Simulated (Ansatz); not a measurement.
# CH5AlBNO: a ladder of functionals and wavefunction methods

One table from this session's results is given with a row withheld; the runs are named, their logs left out.

The runs use Ansatz 0.2.0, Gaussian basis; functionals in def2-TZVPP, the program's frozen cores in correlated methods.

The runs, in order: LDA (SPW92), PBE-D4, revPBE-D4, BLYP-D4, r2SCAN-D4, B97M-V, PBE0-D4, B3LYP-D4, r2SCANh-D4, r2SCAN0-D4, HSE06-D4, BHLYP-D4, CAM-B3LYP-D4, LC-ωPBE, ωB97X-V, ωB97M-V, B2PLYP, PBE-QIDH; CCSD(T)/def2-SVP; CCSD(T)/def2-TZVPP; MP2/def2-QZVPP; extrapolation to the limit; RPA on PBE.

### The geometry

An earlier PBE0-D4 in a triple-zeta def2 set relaxation fixed the geometry.

SMILES `B[N]1[AlH][CH]1O`, 10 atoms, charge 0, spin multiplicity 1.

Atoms are counted from 1 here; the program's logs count them from 0.

Bond lengths: B1–N2 1.392 Å, B1–H6 1.200 Å, B1–H7 1.206 Å, N2–Al3 1.766 Å, N2–C4 1.520 Å, Al3–C4 1.914 Å, Al3–H8 1.570 Å, C4–O5 1.393 Å, C4–H9 1.093 Å, O5–H10 0.965 Å. Angles: N2–B1–H6 119.9°, N2–B1–H7 119.8°, H6–B1–H7 120.3°, B1–N2–Al3 164.0°, B1–N2–C4 125.2°, Al3–N2–C4 70.8°, N2–Al3–C4 48.6°, N2–Al3–H8 144.7°, C4–Al3–H8 166.5°, N2–C4–Al3 60.6°, N2–C4–O5 114.7°, N2–C4–H9 111.1°, Al3–C4–O5 119.2°, Al3–C4–H9 125.9°, O5–C4–H9 112.4°, C4–O5–H10 108.5°.

Set-up of the first run:

in.yaml reads:

```yaml
crystal:
  periodic: [false, false, false]
  atoms:
    - {symbol: B, position_ang: [0.245453, 1.320551, 0.921842]}
    - {symbol: N, position_ang: [-0.091655, 0.017365, 0.566631]}
    - {symbol: Al, position_ang: [-0.491084, -1.702752, 0.600968]}
    - {symbol: C, position_ang: [-0.343008, -0.465977, -0.852466]}
    - {symbol: O, position_ang: [0.789750, -0.503120, -1.663138]}
    - {symbol: H, position_ang: [0.417287, 1.601401, 2.075931]}
    - {symbol: H, position_ang: [0.358800, 2.164601, 0.067369]}
    - {symbol: H, position_ang: [-0.645102, -2.964883, 1.522569]}
    - {symbol: H, position_ang: [-1.167941, 0.082603, -1.313998]}
    - {symbol: H, position_ang: [1.010500, 0.399211, -1.922808]}
basis:
  gaussian: {orbitals: def2-TZVPP}
hamiltonian: {xc: lda}
output: {orbitals: {seedname: orbitals}}
```

On the command line:

```bash
ansatz run in.yaml --threads 2 --pin off --events-out ev --progress --plain --max-ram 4352MiB
```

Among the steps run: LDA; PBE-D4 (GGA); revPBE-D4 (GGA); BLYP-D4 (GGA); r2SCAN-D4 (meta-GGA); B97M-V (meta-GGA); PBE0-D4 (hybrid); B3LYP-D4 (hybrid); r2SCANh-D4 (hybrid); r2SCAN0-D4 (hybrid); HSE06-D4 (hybrid); BHLYP-D4 (hybrid); CAM-B3LYP-D4 (range-separated); LC-ωPBE (range-separated); ωB97X-V (range-separated); ωB97M-V (range-separated); B2PLYP (double hybrid); PBE-QIDH (double hybrid).

One of the session's tables, all rows but one given; the rest of the session is left out.

It belongs to the step «Frontier levels by functional». 

| functional | HOMO (eV) | LUMO (eV) | gap (eV) |
| --- | --- | --- | --- |
| LDA (SPW92) | -5.88 | -2.63 | 3.25 |
| PBE-D4 | -5.75 | -2.37 | 3.38 |
| revPBE-D4 | -5.70 | -2.26 | 3.44 |
| BLYP-D4 | -5.65 | -2.25 | 3.40 |
| r2SCAN-D4 | -5.93 | -2.03 | 3.91 |
| B97M-V | -6.03 | -2.20 | 3.83 |
| PBE0-D4 | -6.93 | -1.55 | 5.38 |
| B3LYP-D4 | -6.74 | -1.76 | 4.98 |
| r2SCANh-D4 | -6.38 | -1.75 | 4.63 |
| r2SCAN0-D4 | -7.05 | -1.35 | 5.70 |
| HSE06-D4 | -6.53 | -1.92 | 4.61 |
| BHLYP-D4 | -8.04 | -0.73 | 7.31 |
| CAM-B3LYP-D4 | -8.29 | -0.61 | 7.68 |
| LC-ωPBE | ? | ? | ? |
| ωB97X-V | -9.26 | 0.38 | 9.64 |
| ωB97M-V | -9.14 | 0.09 | 9.23 |

Estimate the missing values for LC-ωPBE.

As computed: HOMO (eV): -9.59; LUMO (eV): 0.50; gap (eV): 10.09. In the column «HOMO (eV)» it is the lowest.
